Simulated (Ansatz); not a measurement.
# Ta2N: the cost of one run

Program: Ansatz 0.2.0. Level of theory: DFT PBE, scalar-relativistic, plane waves, PAW. These are calculated values, not measurements.

## 1. The starting structure

The structure is trigonal, space group P-3m1 (No. 164). Conventional cell: a = 3.113 Å, b = 3.113 Å, c = 4.870 Å, α = 90.00°, β = 90.00°, γ = 120.00°. Ta (site symmetry 3m) has 3 N at 2.18 Å in its first shell of neighbours. N (site symmetry -3m) is surrounded by 6 Ta at 2.18 Å.

Coordinates:

```
Ta N
1.0
     9.33859    0.00000    0.00000
    -4.66929    8.08745    0.00000
     0.00000    0.00000    9.73968
Ta N
36 18
Cartesian
  1.5564 0.8986 3.6294
  1.5564 0.8986 8.4993
  0.0000 3.5944 3.6294
  0.0000 3.5944 8.4993
  -1.5564 6.2902 3.6294
  -1.5564 6.2902 8.4993
  4.6693 0.8986 3.6294
  4.6693 0.8986 8.4993
  3.1129 3.5944 3.6294
  3.1129 3.5944 8.4993
  1.5564 6.2902 3.6294
  1.5564 6.2902 8.4993
  7.7822 0.8986 3.6294
  7.7822 0.8986 8.4993
  6.2257 3.5944 3.6294
  6.2257 3.5944 8.4993
  4.6693 6.2902 3.6294
  4.6693 6.2902 8.4993
  0.0000 1.7972 1.2404
  0.0000 1.7972 6.1102
  -1.5564 4.4930 1.2404
  -1.5564 4.4930 6.1102
  -3.1129 7.1888 1.2404
  -3.1129 7.1888 6.1102
  3.1129 1.7972 1.2404
  3.1129 1.7972 6.1102
  1.5564 4.4930 1.2404
  1.5564 4.4930 6.1102
  0.0000 7.1888 1.2404
  0.0000 7.1888 6.1102
  6.2257 1.7972 1.2404
  6.2257 1.7972 6.1102
  4.6693 4.4930 1.2404
  4.6693 4.4930 6.1102
  3.1129 7.1888 1.2404
  3.1129 7.1888 6.1102
  0.0000 0.0000 0.0000
  0.0000 0.0000 4.8698
  -1.5564 2.6958 0.0000
  -1.5564 2.6958 4.8698
  -3.1129 5.3916 0.0000
  -3.1129 5.3916 4.8698
  3.1129 0.0000 0.0000
  3.1129 0.0000 4.8698
  1.5564 2.6958 0.0000
  1.5564 2.6958 4.8698
  0.0000 5.3916 0.0000
  0.0000 5.3916 4.8698
  6.2257 0.0000 0.0000
  6.2257 0.0000 4.8698
  4.6693 2.6958 0.0000
  4.6693 2.6958 4.8698
  3.1129 5.3916 0.0000
  3.1129 5.3916 4.8698
```

The runs take a perfect supercell of 54 atoms; the defect goes to fractional position (0.222, 0.111, 0.373).

## 2. The perfect supercell

The input, input.yaml:

```yaml
crystal:
  lattice:
    - [9.338585, 0.0, 0.0]
    - [-4.669292, 8.087451, 0.0]
    - [0.0, 0.0, 9.739682]
  atoms:
    - { symbol: Ta, position: [0.222222, 0.111111, 0.372644] }
    - { symbol: Ta, position: [0.222222, 0.111111, 0.872644] }
    - { symbol: Ta, position: [0.222222, 0.444444, 0.372644] }
    - { symbol: Ta, position: [0.222222, 0.444444, 0.872644] }
    - { symbol: Ta, position: [0.222222, 0.777778, 0.372644] }
    - { symbol: Ta, position: [0.222222, 0.777778, 0.872644] }
    - { symbol: Ta, position: [0.555556, 0.111111, 0.372644] }
    - { symbol: Ta, position: [0.555556, 0.111111, 0.872644] }
    - { symbol: Ta, position: [0.555556, 0.444444, 0.372644] }
    - { symbol: Ta, position: [0.555556, 0.444444, 0.872644] }
    - { symbol: Ta, position: [0.555556, 0.777778, 0.372644] }
    - { symbol: Ta, position: [0.555556, 0.777778, 0.872644] }
    - { symbol: Ta, position: [0.888889, 0.111111, 0.372644] }
    - { symbol: Ta, position: [0.888889, 0.111111, 0.872644] }
    - { symbol: Ta, position: [0.888889, 0.444444, 0.372644] }
    - { symbol: Ta, position: [0.888889, 0.444444, 0.872644] }
    - { symbol: Ta, position: [0.888889, 0.777778, 0.372644] }
    - { symbol: Ta, position: [0.888889, 0.777778, 0.872644] }
    - { symbol: Ta, position: [0.111111, 0.222222, 0.127356] }
    - { symbol: Ta, position: [0.111111, 0.222222, 0.627356] }
    - { symbol: Ta, position: [0.111111, 0.555556, 0.127356] }
    - { symbol: Ta, position: [0.111111, 0.555556, 0.627356] }
    - { symbol: Ta, position: [0.111111, 0.888889, 0.127356] }
    - { symbol: Ta, position: [0.111111, 0.888889, 0.627356] }
    - { symbol: Ta, position: [0.444444, 0.222222, 0.127356] }
    - { symbol: Ta, position: [0.444444, 0.222222, 0.627356] }
    - { symbol: Ta, position: [0.444444, 0.555556, 0.127356] }
    - { symbol: Ta, position: [0.444444, 0.555556, 0.627356] }
    - { symbol: Ta, position: [0.444444, 0.888889, 0.127356] }
    - { symbol: Ta, position: [0.444444, 0.888889, 0.627356] }
    - { symbol: Ta, position: [0.777778, 0.222222, 0.127356] }
    - { symbol: Ta, position: [0.777778, 0.222222, 0.627356] }
    - { symbol: Ta, position: [0.777778, 0.555556, 0.127356] }
    - { symbol: Ta, position: [0.777778, 0.555556, 0.627356] }
    - { symbol: Ta, position: [0.777778, 0.888889, 0.127356] }
    - { symbol: Ta, position: [0.777778, 0.888889, 0.627356] }
    - { symbol: "N", position: [0.0, 0.0, 0.0] }
    - { symbol: "N", position: [0.0, 0.0, 0.5] }
    - { symbol: "N", position: [0.0, 0.333333, 0.0] }
    - { symbol: "N", position: [0.0, 0.333333, 0.5] }
    - { symbol: "N", position: [0.0, 0.666667, 0.0] }
    - { symbol: "N", position: [0.0, 0.666667, 0.5] }
    - { symbol: "N", position: [0.333333, 0.0, 0.0] }
    - { symbol: "N", position: [0.333333, 0.0, 0.5] }
    - { symbol: "N", position: [0.333333, 0.333333, 0.0] }
    - { symbol: "N", position: [0.333333, 0.333333, 0.5] }
    - { symbol: "N", position: [0.333333, 0.666667, 0.0] }
    - { symbol: "N", position: [0.333333, 0.666667, 0.5] }
    - { symbol: "N", position: [0.666667, 0.0, 0.0] }
    - { symbol: "N", position: [0.666667, 0.0, 0.5] }
    - { symbol: "N", position: [0.666667, 0.333333, 0.0] }
    - { symbol: "N", position: [0.666667, 0.333333, 0.5] }
    - { symbol: "N", position: [0.666667, 0.666667, 0.0] }
    - { symbol: "N", position: [0.666667, 0.666667, 0.5] }
basis:
  ecutwfc: 420
  fft_grid_basis: typed
kpoints:
  mp_grid: { grid: [3, 3, 1] }
hamiltonian:
  xc: pbe
  pseudopotentials: { kind: paw }
scf:
  occupations: { method: gaussian, width: 0.05 }
output:
  forces: true
  stress: false
  eigenvalues: true
  bader: false
  write_density: true
  volumetric_format: npy
```

Run with:

```console
ansatz run input.yaml --threads 8 --pin off --max-ram 16384MiB --backend cpu --events-out ev --progress --plain --runs-dir out
```

What time and memory should one allow on 8 threads of Arm Neoverse V1, shared host?

About 9.9 s, with a peak of 3.4 GiB.
